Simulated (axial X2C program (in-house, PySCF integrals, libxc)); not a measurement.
# TeB: EOM-IP-CCSD levels

Aim: EOM-IP-CCSD levels of TeB, with spin–orbit coupling in the Hamiltonian from the start.

Method: two-component X2C with atomic mean-field terms, Te dyall-acv3z, B dyall-av3z; program: an in-house X2C program for linear molecules on PySCF integrals.

All values are calculated.

## 1. Set-up

File task.json:

```json
{
 "zs": [
  52,
  5
 ],
 "q": 0,
 "bas": [
  "dyall-acv3z",
  "dyall-av3z"
 ],
 "r0": 2.06,
 "eom": "ip",
 "rq": -1,
 "thr": -2.0,
 "nmax": 95,
 "grid": [
  1,
  0.96,
  1.045,
  0.92,
  1.09,
  1.15
 ]
}
```

Keys: zs atomic numbers; q charge; bas basis sets; r0 starting distance in Å; eom kind of EOM run; thr threshold in hartree for freezing inner shells (an s shell follows its p shell); nmax most natural virtual spinors; grid distances as factors.

Launch:

```console
python soeom.py task.json out
```

After this run come: EOM-IP-CCSD at 2.071 Å.

Q: Predict the outcome of this session. Wanted: next root led by one particle; T1 of the reference.

The runs gave:

| quantity | value |
| --- | --- |
| lowest root at 2.071 Å | Ω = 1/2, 2.592 eV |
| next root led by one particle | Ω = 3/2, about 6930 cm⁻¹ higher |
| T1 of the reference | 0.018 |

What this shows: Removing an electron from the reference determinant of TeB⁻ costs 2.59 eV and empties a spinor of 48% B pσ, 22% B sσ, 16% Te pσ. Errors of 0.1 to 0.3 eV are usual at this size, and roots led by higher excitations are left out, so the list is incomplete, and low states of that kind can be missing.
